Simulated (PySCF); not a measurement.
# SCS-MP2/def2-mTZVPP (density fitting, core potential) run of MoO3 (molybdenum trioxide)

Aim: the energy change on altering one bond length of MoO3 (molybdenum trioxide) at SCS-MP2/def2-mTZVPP (density fitting, core potential), from 2 runs. 

The results are computed with PySCF 2.14.0.

2 further runs of the same task are left out: 2 that didn't finish.

## (1) The molecule

MoO3: 4 atoms, total charge 0, spin state singlet. SMILES: `[O]=[Mo](=[O])=[O]`. The coordinates come from a PBE0-D4/def2-TZVP relaxation.

Bond lengths: O1–Mo2 1.692 Å, Mo2–O3 1.692 Å, Mo2–O4 1.692 Å. Angles: O1–Mo2–O3 110.3°, O1–Mo2–O4 110.3°, O3–Mo2–O4 110.3°.

## (2) A single-point energy at SCS-MP2/def2-mTZVPP (density fitting, core potential)

job.py

```python
from pyscf import gto, mp

system = gto.M(
    atom='''
O
Mo 1 1.692151
O 2 1.692167 1 110.29086
O 2 1.69207 1 110.28925 3 -122.06303
''',
    max_memory=1860,
    verbose=4,
    ecp={'Mo': 'def2-svp'},
    charge=0,
    basis='def2-mtzvpp',
)

mf = system.RHF()
mf = mf.density_fit()
mf.max_cycle = 100
mf.kernel()

pt = mp.MP2(mf, frozen=3).run()
energy = mf.e_tot + 1.2 * pt.e_corr_os + pt.e_corr_ss / 3
print('E = %.10f Eh' % energy)
```

On the command line:

```bash
$ OMP_NUM_THREADS=1 python job.py
```

Standard output:

```text
PySCF version 2.14.0

[INPUT] num. atoms = 4
[INPUT] num. electrons = 38
[INPUT] charge = 0
[INPUT] spin (= nelec alpha-beta = 2S) = 0
[INPUT] symmetry False subgroup None
[INPUT] Mole.unit = angstrom
[INPUT] Symbol           X                Y                Z      unit          X                Y                Z       unit  Magmom
[INPUT]  1 O      0.000000000000   0.000000000000   0.000000000000 AA    0.000000000000   0.000000000000   0.000000000000 Bohr   0.0
[INPUT]  2 Mo     1.692151000000   0.000000000000   0.000000000000 AA    3.197701951409   0.000000000000   0.000000000000 Bohr   0.0
[INPUT]  3 O      2.278970879776   0.000000000000   1.587158336332 AA    4.306630808635   0.000000000000   2.999294571988 Bohr   0.0
[INPUT]  4 O      2.278892645022   1.344997420784  -0.842506418361 AA    4.306482966377   2.541676763529  -1.592106388891 Bohr   0.0

nuclear repulsion = 141.662142045032
number of shells = 43
number of NR pGTOs = 170
number of NR cGTOs = 105
basis = def2-mtzvpp
ecp = {'Mo': 'def2-svp'}

******** <class 'pyscf.df.df_jk.DFRHF'> ********
method = DFRHF
initial guess = minao
damping factor = 0
level_shift factor = 0
DIIS = <class 'pyscf.scf.diis.CDIIS'>
diis_start_cycle = 1
diis_space = 8
diis_damp = 0
SCF conv_tol = 1e-09
SCF conv_tol_grad = None
SCF max_cycles = 100
direct_scf = False
Set gradient conv threshold to 3.16228e-05
Initial guess from minao.
******** <class 'pyscf.df.df.DF'> ********
auxbasis = def2-tzvpp-jkfit
init E= -284.933374798087
  HOMO = -0.663744513495713  LUMO = -0.313407785559903  gap/eV = 9.53315
cycle= 1 E= -291.7306161315  delta_E= -6.8  |g|=  1.5  |ddm|= 4.16
  HOMO = -0.34633657934101  LUMO = -0.209149946052698  gap/eV = 3.73304
cycle= 2 E= -291.098507486829  delta_E= 0.632  |g|= 2.42  |ddm|= 1.77
  HOMO = -0.449477378960249  LUMO = -0.0668534847959599  gap/eV = 10.41173
cycle= 3 E= -292.10745696944  delta_E= -1.01  |g|= 0.158  |ddm|= 1.13
  HOMO = -0.482731832698344  LUMO = -0.0859353629988853  gap/eV = 10.79738
cycle= 4 E= -292.113040382197  delta_E= -0.00558  |g|= 0.039  |ddm|= 0.163
  HOMO = -0.477233524107728  LUMO = -0.0794815953215888  gap/eV = 10.82338
cycle= 5 E= -292.114072801238  delta_E= -0.00103  |g|= 0.0196  |ddm|= 0.045
  HOMO = -0.479731016046916  LUMO = -0.0790745559814106  gap/eV = 10.90242
cycle= 6 E= -292.114700477043  delta_E= -0.000628  |g|= 0.0116  |ddm|= 0.0476
  HOMO = -0.479934842623345  LUMO = -0.0776251140136921  gap/eV = 10.94741
cycle= 7 E= -292.114940660652  delta_E= -0.00024  |g|= 0.00521  |ddm|= 0.0369
  HOMO = -0.479418042817376  LUMO = -0.0768297743933175  gap/eV = 10.95498
cycle= 8 E= -292.1149812382  delta_E= -4.06e-05  |g|= 0.00212  |ddm|= 0.0169
  HOMO = -0.479406861409668  LUMO = -0.0768035004817769  gap/eV = 10.95540
cycle= 9 E= -292.114985707013  delta_E= -4.47e-06  |g|= 0.00147  |ddm|= 0.0044
  HOMO = -0.479456512016862  LUMO = -0.0768250499802221  gap/eV = 10.95616
cycle= 10 E= -292.114987583268  delta_E= -1.88e-06  |g|= 0.000537  |ddm|= 0.0029
  HOMO = -0.479539479805958  LUMO = -0.0768307987547345  gap/eV = 10.95826
cycle= 11 E= -292.114988077965  delta_E= -4.95e-07  |g|= 0.000196  |ddm|= 0.00173
  HOMO = -0.479572116220196  LUMO = -0.0768272466146165  gap/eV = 10.95925
cycle= 12 E= -292.114988140091  delta_E= -6.21e-08  |g|= 0.000106  |ddm|= 0.000649
  HOMO = -0.479586280427183  LUMO = -0.0768364540141988  gap/eV = 10.95938
cycle= 13 E= -292.114988151632  delta_E= -1.15e-08  |g|= 5.76e-05  |ddm|= 0.000217
  HOMO = -0.479591793454771  LUMO = -0.0768322186092654  gap/eV = 10.95965
cycle= 14 E= -292.114988156014  delta_E= -4.38e-09  |g|= 2.21e-05  |ddm|= 0.000164
  HOMO = -0.47959465753665  LUMO = -0.0768346128431112  gap/eV = 10.95966
cycle= 15 E= -292.114988156585  delta_E= -5.71e-10  |g|= 5.46e-06  |ddm|= 6.1e-05
  HOMO = -0.479594238837386  LUMO = -0.0768339498530111  gap/eV = 10.95967
Extra cycle  E= -292.114988156609  delta_E= -2.42e-11  |g|= 3.67e-06  |ddm|= 8.27e-06
converged SCF energy = -292.114988156609

******** <class 'pyscf.mp.dfmp2.DFRMP2'> ********
nocc = 16, nmo = 102
frozen orbitals 3
E(DFRMP2) = -293.217520524173  E_corr = -1.10253236756382
E(SCS-DFRMP2) = -293.144876687855  E_corr = -1.02988853124629
E_corr(same-spin) = -0.338250357496499
E_corr(oppo-spin) = -0.764282010067324
E = -293.1448766879 Eh
```

It took 2.1 s on 1 thread of Arm Neoverse V1, shared host; peak memory 0.17 GiB.

## (3) The distorted shape

calc.py

```python
from pyscf import gto, scf, mp

mol = gto.M(
    atom='''
O
Mo 1 2.538226
O 2 1.692167 1 110.29086
O 2 1.69207 3 110.28957 1 122.06285
''',
    ecp={'Mo': 'def2-svp'},
    max_memory=1860,
    spin=0,
    verbose=4,
    basis='def2-mtzvpp',
)

hf = scf.RHF(mol)
hf = hf.density_fit()
hf.max_cycle = 100
hf.kernel()

pt = mp.MP2(hf, frozen=3).run()
energy = hf.e_tot + 1.2 * pt.e_corr_os + pt.e_corr_ss / 3
print('E(%s) = %.9f' % ('SCS-MP2', energy))
```

On the command line:

```bash
$ OMP_NUM_THREADS=1 python calc.py
```

Standard output:

```text
PySCF version 2.14.0

[INPUT] num. atoms = 4
[INPUT] num. electrons = 38
[INPUT] charge = 0
[INPUT] spin (= nelec alpha-beta = 2S) = 0
[INPUT] symmetry False subgroup None
[INPUT] Mole.unit = angstrom
[INPUT] Symbol           X                Y                Z      unit          X                Y                Z       unit  Magmom
[INPUT]  1 O      0.000000000000   0.000000000000   0.000000000000 AA    0.000000000000   0.000000000000   0.000000000000 Bohr   0.0
[INPUT]  2 Mo     2.538226000000   0.000000000000   0.000000000000 AA    4.796551982250   0.000000000000   0.000000000000 Bohr   0.0
[INPUT]  3 O      3.125045879776   0.000000000000   1.587158336332 AA    5.905480839476   0.000000000000   2.999294571988 Bohr   0.0
[INPUT]  4 O      3.124967589177   1.344997290436  -0.842506665345 AA    5.905332891688   2.541676517205  -1.592106855622 Bohr   0.0

nuclear repulsion = 124.922449754694
number of shells = 43
number of NR pGTOs = 170
number of NR cGTOs = 105
basis = def2-mtzvpp
ecp = {'Mo': 'def2-svp'}

******** <class 'pyscf.df.df_jk.DFRHF'> ********
method = DFRHF
initial guess = minao
damping factor = 0
level_shift factor = 0
DIIS = <class 'pyscf.scf.diis.CDIIS'>
diis_start_cycle = 1
diis_space = 8
diis_damp = 0
SCF conv_tol = 1e-09
SCF conv_tol_grad = None
SCF max_cycles = 100
direct_scf = False
Set gradient conv threshold to 3.16228e-05
[... 1 set-up line as earlier in the session ...]
******** <class 'pyscf.df.df.DF'> ********
auxbasis = def2-tzvpp-jkfit
init E= -284.446445923402
  HOMO = -0.569982519450251  LUMO = -0.343088712809253  gap/eV = 6.17409
cycle= 1 E= -291.079126884594  delta_E= -6.63  |g|= 1.83  |ddm|= 4.07
  HOMO = -0.291440396641274  LUMO = -0.259253952402329  gap/eV = 0.87584
cycle= 2 E= -282.807942202092  delta_E= 8.27  |g|= 4.91  |ddm|= 3.94
  HOMO = -0.394858144833776  LUMO = -0.13011169818185  gap/eV = 7.20412
cycle= 3 E= -291.577162899928  delta_E= -8.77  |g|= 0.951  |ddm|= 3.64
  HOMO = -0.222421876389117  LUMO = -0.155286701566808  gap/eV = 1.82684
cycle= 4 E= -291.806211846824  delta_E= -0.229  |g|= 0.589  |ddm|= 0.994
  HOMO = -0.345885277779562  LUMO = -0.144672717681519  gap/eV = 5.47527
cycle= 5 E= -291.874952755446  delta_E= -0.0687  |g|= 0.0917  |ddm|= 0.307
  HOMO = -0.346630533862225  LUMO = -0.11721180179574  gap/eV = 6.24280
cycle= 6 E= -291.882255527406  delta_E= -0.0073  |g|= 0.123  |ddm|= 0.157
  HOMO = -0.354418198212255  LUMO = -0.108725770925314  gap/eV = 6.68563
cycle= 7 E= -291.893299919953  delta_E= -0.011  |g|= 0.0911  |ddm|= 0.151
  HOMO = -0.355777797060707  LUMO = -0.102941928883325  gap/eV = 6.88001
cycle= 8 E= -291.902206245293  delta_E= -0.00891  |g|= 0.0884  |ddm|= 0.13
  HOMO = -0.35561664141693  LUMO = -0.0997542632134696  gap/eV = 6.96237
cycle= 9 E= -291.907032808136  delta_E= -0.00483  |g|= 0.0908  |ddm|= 0.0744
  HOMO = -0.355886552500166  LUMO = -0.0901193136672944  gap/eV = 7.23189
cycle= 10 E= -291.917018249988  delta_E= -0.00999  |g|= 0.0808  |ddm|= 0.161
  HOMO = -0.362426563253617  LUMO = -0.0707127428447736  gap/eV = 7.93794
[... cycles 11 to 35 left out ...]
cycle= 36 E= -291.936211133271  delta_E= 2.05e-08  |g|= 4.9e-05  |ddm|= 0.000707
  HOMO = -0.353421916258672  LUMO = -0.0684412682671223  gap/eV = 7.75472
cycle= 37 E= -291.936211148241  delta_E= -1.5e-08  |g|= 4.38e-05  |ddm|= 0.000306
  HOMO = -0.353432464435755  LUMO = -0.0684234712252945  gap/eV = 7.75549
cycle= 38 E= -291.936211183939  delta_E= -3.57e-08  |g|= 4.01e-05  |ddm|= 0.000893
  HOMO = -0.353444345340655  LUMO = -0.0684068541578924  gap/eV = 7.75627
cycle= 39 E= -291.936211206399  delta_E= -2.25e-08  |g|= 3.11e-05  |ddm|= 0.000698
  HOMO = -0.353462233540586  LUMO = -0.0683795661606332  gap/eV = 7.75749
cycle= 40 E= -291.936211234435  delta_E= -2.8e-08  |g|= 1.72e-05  |ddm|= 0.00127
  HOMO = -0.353469498161182  LUMO = -0.0683645780202085  gap/eV = 7.75810
cycle= 41 E= -291.93621124252  delta_E= -8.09e-09  |g|= 1.15e-05  |ddm|= 0.000629
  HOMO = -0.353472935168611  LUMO = -0.0683579119677766  gap/eV = 7.75837
cycle= 42 E= -291.936211244828  delta_E= -2.31e-09  |g|= 9.85e-06  |ddm|= 0.000255
  HOMO = -0.353474411774677  LUMO = -0.0683541009829192  gap/eV = 7.75852
cycle= 43 E= -291.936211245964  delta_E= -1.14e-09  |g|= 8.49e-06  |ddm|= 0.000134
  HOMO = -0.3534792619703  LUMO = -0.068340541452411  gap/eV = 7.75902
cycle= 44 E= -291.936211248608  delta_E= -2.64e-09  |g|= 5.25e-06  |ddm|= 0.000449
  HOMO = -0.35348157967222  LUMO = -0.0683340310051541  gap/eV = 7.75926
cycle= 45 E= -291.936211249218  delta_E= -6.1e-10  |g|= 4.18e-06  |ddm|= 0.000207
  HOMO = -0.353481609589046  LUMO = -0.068334500632055  gap/eV = 7.75925
Extra cycle  E= -291.936211249239  delta_E= -2.05e-11  |g|= 3.77e-06  |ddm|= 6.84e-06
converged SCF energy = -291.936211249239

******** <class 'pyscf.mp.dfmp2.DFRMP2'> ********
nocc = 16, nmo = 102
frozen orbitals 3
E(DFRMP2) = -292.954230643851  E_corr = -1.01801939461178
E(SCS-DFRMP2) = -292.898347027992  E_corr = -0.962135778753585
E_corr(same-spin) = -0.299408647823707
E_corr(oppo-spin) = -0.718610746788069
E(SCS-MP2) = -292.898347028
```

Wall time 3.9 s (1 thread of Arm Neoverse V1, shared host); peak memory 0.15 GiB.

## (4) Results

At SCS-MP2/def2-mTZVPP (density fitting, core potential), 3 core orbitals frozen:

```
                                                          quantity          value
                                         first shape: total energy  -293.14488 Eh
                 first shape: dipole moment (Hartree–Fock density)         5.50 D
                  first shape: HOMO energy (Hartree–Fock orbitals)      -13.05 eV
                  first shape: LUMO energy (Hartree–Fock orbitals)       -2.09 eV
                first shape: HOMO–LUMO gap (Hartree–Fock orbitals)       10.96 eV
          first shape: correlation energy (3 core orbitals frozen)    -1029.9 mEh
                                     distorted shape: total energy  -292.89835 Eh
             distorted shape: dipole moment (Hartree–Fock density)         5.72 D
              distorted shape: HOMO energy (Hartree–Fock orbitals)       -9.62 eV
              distorted shape: LUMO energy (Hartree–Fock orbitals)       -1.86 eV
            distorted shape: HOMO–LUMO gap (Hartree–Fock orbitals)        7.76 eV
      distorted shape: correlation energy (3 core orbitals frozen)     -962.1 mEh
energy change with the O1–Mo2 bond stretched from 1.692 to 2.538 Å       6.708 eV
```

In words: With the O1–Mo2 bond stretched from 1.692 to 2.538 Å the energy rises by 6.71 eV (155 kcal/mol). The first shape isn't relaxed at this level, so the change isn't measured from a minimum. A restricted reference can't describe the breaking bond well at this length.
